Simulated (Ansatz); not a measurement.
# Cl2H3NSi: the cost of one run

Method: RKS PBE/STO-3G, in Ansatz 0.2.0.

**1. The starting structure**

Bond lengths: Si1–H2 1.460 Å, Si1–Cl3 2.130 Å, Si1–N4 1.819 Å, N4–H5 1.060 Å, N4–H6 1.060 Å, Si1–Cl7 2.128 Å. Angles: H2–Si1–Cl3 109.4°, H2–Si1–N4 109.5°, H2–Si1–Cl7 109.5°, Cl3–Si1–N4 109.5°, Cl3–Si1–Cl7 109.5°, N4–Si1–Cl7 109.5°, Si1–N4–H5 120.0°, Si1–N4–H6 120.0°, H5–N4–H6 120.0°.

Structure file:

```xyz
7

Si    0.0000    0.0000    0.0000
H     0.0000    0.0000    1.4600
Cl    2.0086    0.0000   -0.7093
N    -0.8572    1.4851   -0.6061
H    -1.8773    1.4300   -0.8888
H    -0.3367    2.4058   -0.6766
Cl   -1.0032   -1.7381   -0.7093
```

**2. Relaxing the start**

Input file input.yaml:

```yaml
crystal:
  periodic: [false, false, false]
  atoms:
    - { symbol: Si, position_ang: [0.0, 0.0, 0.0] }
    - { symbol: H, position_ang: [0.0, 0.0, 1.46] }
    - { symbol: Cl, position_ang: [2.0086, 0.0, -0.7093] }
    - { symbol: "N", position_ang: [-0.8572, 1.4851, -0.6061] }
    - { symbol: H, position_ang: [-1.8773, 1.43, -0.8888] }
    - { symbol: H, position_ang: [-0.3367, 2.4058, -0.6766] }
    - { symbol: Cl, position_ang: [-1.0032, -1.7381, -0.7093] }
basis:
  gaussian: { orbitals: STO-3G }
hamiltonian:
  xc: pbe
relax:
  f_tol: 0.02
  max_steps: 40
```

Launch:

```sh
$ ansatz run input.yaml --threads 1 --pin off --max-ram 2048MiB --backend cpu --events-out ev --progress --plain --runs-dir out
```

Q: Estimate wall time and peak memory on 1 thread of AMD EPYC 7R43 (Zen 3), shared host.

About 31 s, with a peak of 0.13 GiB.
